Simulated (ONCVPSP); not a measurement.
**Mg: generating and testing an ONCV potential**

Do these settings give a usable potential? It is generated, then checked for transferability, scattering, ghosts and hardness.

Program: ONCVPSP 4.0.1.1 (patched build). Reference atom: PBEsol, scalar-relativistic, spherical and spin-unpolarised. All values are calculated.

### 1 Settings

The settings as typed:

* element: magnesium (Mg, Z = 12)
* type: optimised norm-conserving Vanderbilt (ONCV)
* frozen core: [He]
* valence charge: 10
* reference configuration: 2s2 2p6 3s2
* partial waves: 2s+3s: rc 1.45 bohr, ncon 4, nbas 8, qcut 7.9 1/bohr, 2 projectors; 2p: rc 0.95 bohr, ncon 4, nbas 7, qcut 17.4 1/bohr, 3 projectors, debl 3.1 Ha; d scattering state at 0.3 Ha: rc 1.40 bohr, ncon 4, nbas 7, qcut 7.2 1/bohr, 1 projector
* local potential: polynomial inside 0.80 bohr (lpopt 5, dvloc0 6 Ha)
* core correction: polynomial model core, fcfact 0.2

The nodes and maxima of the atom's own shells, from an earlier all-electron run, set the scale for the radii.

All-electron outer shells of the reference configuration (PBEsol, scalar-relativistic, ld1.x):

```csv
shell,level (eV),outermost node (bohr),outermost maximum (bohr)
1s,-1256.64,–,0.09
2s,-79.59,0.18,0.55
2p,-46.55,–,0.48
3s,-4.68,0.90,2.56
3p,-1.30,0.96,3.50
```

### 2 Generating the potential

Contents of Mg.dat:

```
# ATOM AND REFERENCE CONFIGURATION
# atsym  z   nc   nv     iexc    psfile
  Mg 12.00    1    3  -116133      upf
#
#   n    l    f
    1    0    2.00
    2    0    2.00
    2    1    6.00
    3    0    2.00
#
# PSEUDOPOTENTIAL AND OPTIMIZATION
# lmax
    2
#
#   l,   rc,      ep,       ncon, nbas, qcut
    0    1.45    0.00    4    8    7.90
    1    0.95    0.00    4    7   17.40
    2    1.40    0.30    4    7    7.20
#
# LOCAL POTENTIAL
# lloc, lpopt,  rc(5),   dvloc0
    4    5    0.80    6.00
#
# VANDERBILT-KLEINMAN-BYLANDER PROJECTORs
# l, nproj, debl
    0    2    3.40
    1    3    3.10
    2    1    1.00
#
# MODEL CORE CHARGE
# icmod, fcfact, rcfact
    1    0.20    0.00
#
# LOG DERIVATIVE ANALYSIS
# epsh1, epsh2, depsh
   -4.00    5.00    0.02
#
# OUTPUT GRID
# rlmax, drl
    6.00    0.01
#
# TEST CONFIGURATIONS
# ncnf
    4
# nvcnf
#   n    l    f
    3
    2    0    2.00
    2    1    6.00
    3    0    1.00
#
    3
    2    0    2.00
    2    1    6.00
    3    0    0.00
#
    3
    2    0    2.00
    2    1    6.00
    3    0    1.50
#
    3
    2    0    2.00
    2    1    5.00
    3    0    2.00
#
```

Run with:

```console
$ oncvpsp.x < Mg.dat > Mg.out
```

**Question.** What will these runs give? Wanted: cutoffs for 1 and 0.1 mHa per electron, occupied waves; bound ghosts; GHOST(+) flags; largest test error; largest phase difference near zero energy, channels read; rms error of d²Exc/dn², without and with the model core.

The runs gave:

| quantity | value |
| --- | --- |
| cutoffs for 1 and 0.1 mHa per electron, occupied waves | 96 Ha and 113 Ha |
| bound ghosts | none found |
| GHOST(+) flags | none at low energy |
| largest test error (AE − PS) | +104 meV, for 2s2 2p5 3s2 |
| largest phase difference near zero energy, channels read | 0.000 rad |
| rms error of d²Exc/dn², without and with the model core | 2.03 and 1.73 mHa |

In words: By total energies transferability is fair for so large an energy: the largest error is 104 meV on 58.5 eV, for 2s2 2p5 3s2. That test lies far up in energy; among those under 40 eV, nearer to bonding, the largest error is 1.4 meV. The potential is very hard: the looser tolerance needs 96 Ha. At the looser tolerance the 2p wave is the slowest; 2s needs 21 Ha. It is free of bound ghosts as far as tested. Near zero energy the phases of the channels with partial waves agree within 0.001 rad. These are tests on the free atom; a crystal test is still owed.
